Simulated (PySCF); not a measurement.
# C4H6GeO: geometry, electronic excitations

Aim: predict the electronic excitations of C4H6GeO (`C=C1C=C1[O][GeH3]`).

Computed with PySCF 2.14.0, with density-fitted response routines of our own, on a single molecule in the gas phase. Atoms are numbered from 0 throughout.

### 1 The molecule as given

12 atoms, charge 0, multiplicity 1; geometry from: GFN2-xTB. The atoms were then displaced at random by about 0.01 Å, so the start is not that level's minimum.

Bonds of the start (Å): C0–C1 1.32, C1–C2 1.46, C2–C3 1.29, C3–O4 1.35, O4–Ge5 1.80, C3–C1 1.40, C0–H6 1.09, C0–H7 1.07, C2–H8 1.04, Ge5–H9 1.49, Ge5–H10 1.51, Ge5–H11 1.49.

### 2 Geometry optimisation at PBE0-D3(BJ)/def2-SVP

What the job is given:

```
{"job": {"xc": "PBE0", "basis": "def2-SVP", "d3": "d3bj", "grid": 1, "shake": 0.01, "kind": "geom"}, "charge": 0, "multiplicity": 1}
C      2.108620     0.549820     0.317480
C      1.280710    -0.195980    -0.391920
C      0.966540    -1.189780    -1.418840
C      0.004960    -0.676250    -0.725460
O     -1.327580    -0.650990    -0.510010
Ge    -2.153220     0.386030     0.709110
H      1.709680     1.233170     1.073630
H      3.168950     0.580710     0.157010
H      1.342720    -1.840650    -2.144470
H     -3.552300    -0.053010     0.458170
H     -1.642900     0.011570     2.078810
H     -1.866480     1.817090     0.387470
```

Command:

```console
> OMP_NUM_THREADS=1 python probes_run.py task.json out
```

The driver reads the jobs from task.json and runs them one after another.

**Question.** This job is followed by: TDDFT PBE0/aug-cc-pVDZ, vertical, gas phase, core orbitals frozen in the response; TDDFT PBE0/def2-TZVPD, vertical, gas phase, core orbitals frozen in the response. What will the session give for the following? point group; rotational constants (main isotopes); lowest singlet (PBE0/aug-cc-pVDZ); brightest single state of those computed; lowest triplet; range of the lowest singlet.

The runs gave:

| quantity | value |
| --- | --- |
| point group | C1 |
| rotational constants (main isotopes) | 5.35, 1.28, 1.05 GHz |
| lowest singlet (PBE0/aug-cc-pVDZ) | 3.84 eV (322 nm), f = 0.001 |
| brightest single state of those computed | state 6, 5.46 eV, f = 0.048 |
| lowest triplet | 3.53 eV |
| range of the lowest singlet | 3.84 to 3.90 eV |

Over 7 steps the energy fell by 0.213 eV; of the close pairs, C3–O4 changed most, 1.350 to 1.307 Å. No frequency check was run at this level, so the end point may be a saddle. The lowest singlet, at 3.84 eV, is HOMO→LUMO 0.98 and is dark; of the 10 states computed, the strongest absorption comes from state 6 at 5.46 eV. The lowest triplet lies 0.32 eV below the lowest singlet (triplets in Tamm-Dancoff, singlets in full TDDFT). The lowest singlet runs from 3.84 eV (PBE0/aug-cc-pVDZ) to 3.90 eV (PBE0/def2-TZVPD), while the orbital gap spans 4.78 to 4.86 eV. The lowest state need not be the same one in every run.
